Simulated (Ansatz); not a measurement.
# C4H9AlF2: the cost of one run

Computed with Ansatz 0.2.0, Gaussian basis. Level: the settings change from run to run.

### Step 1. The geometry

The geometry comes from an earlier relaxation with PBE0-D4 in a triple-zeta def2 set; it is a stationary point, not always the lowest conformer.

SMILES `C[C](C)(C)[Al]([F])[F]`, 16 atoms, charge 0, spin multiplicity 1.

Atoms are counted from 1 here; the program's logs count them from 0.

Bond lengths: C1–C2 1.532 Å, C1–H8 1.099 Å, C1–H9 1.094 Å, C1–H10 1.094 Å, C2–C3 1.527 Å, C2–C4 1.532 Å, C2–Al5 1.960 Å, C3–H11 1.093 Å, C3–H12 1.098 Å, C3–H13 1.093 Å, C4–H14 1.094 Å, C4–H15 1.099 Å, C4–H16 1.094 Å, Al5–F6 1.647 Å, Al5–F7 1.646 Å. Angles: C2–C1–H8 109.7°, C2–C1–H9 112.3°, C2–C1–H10 112.4°, H8–C1–H9 107.3°, H8–C1–H10 107.0°, H9–C1–H10 108.0°, C1–C2–C3 109.6°, C1–C2–C4 108.8°, C1–C2–Al5 108.7°, C3–C2–C4 109.7°, C3–C2–Al5 111.1°, C4–C2–Al5 108.9°, C2–C3–H11 112.2°, C2–C3–H12 109.9°, C2–C3–H13 112.2°, H11–C3–H12 107.4°, H11–C3–H13 107.4°, H12–C3–H13 107.4° and more.

### Step 2. wB97X-V/def2-TZVPD

Options: coordinates scaled by 0.92, the search for lower states set to light.

in.yaml

```yaml
crystal:
  periodic: [false, false, false]
  atoms:
    - {symbol: C, position_ang: [0.329779, 0.630151, 1.209516]}
    - {symbol: C, position_ang: [0.011899, -0.016161, -0.002080]}
    - {symbol: C, position_ang: [0.983509, -0.990293, -0.286723]}
    - {symbol: C, position_ang: [-1.250483, -0.628627, 0.128536]}
    - {symbol: Al, position_ang: [-0.072151, 1.220206, -1.312217]}
    - {symbol: F, position_ang: [-1.072073, 2.355701, -1.237860]}
    - {symbol: F, position_ang: [0.829139, 1.199693, -2.528892]}
    - {symbol: H, position_ang: [0.335939, -0.042930, 1.963471]}
    - {symbol: H, position_ang: [-0.340252, 1.341373, 1.449752]}
    - {symbol: H, position_ang: [1.241490, 1.057078, 1.188552]}
    - {symbol: H, position_ang: [0.786295, -1.487316, -1.138652]}
    - {symbol: H, position_ang: [1.016623, -1.670907, 0.459438]}
    - {symbol: H, position_ang: [1.904295, -0.595319, -0.375053]}
    - {symbol: H, position_ang: [-1.515895, -1.139622, -0.697447]}
    - {symbol: H, position_ang: [-1.230783, -1.290542, 0.892042]}
    - {symbol: H, position_ang: [-1.978308, 0.036723, 0.328281]}
basis:
  gaussian: {orbitals: def2-TZVPD}
hamiltonian: {xc: {name: wB97X-V}}
scf: {lower_state_search: light}
output: {forces: true}
```

On the command line:

```console
> ansatz run in.yaml --threads 4 --pin off --events-out ev --progress --plain --max-ram 11315MiB
```

Q: Estimate wall time and peak memory on 4 threads of Arm Neoverse V1, shared host.

About 37 s, with a peak of 2.1 GiB.
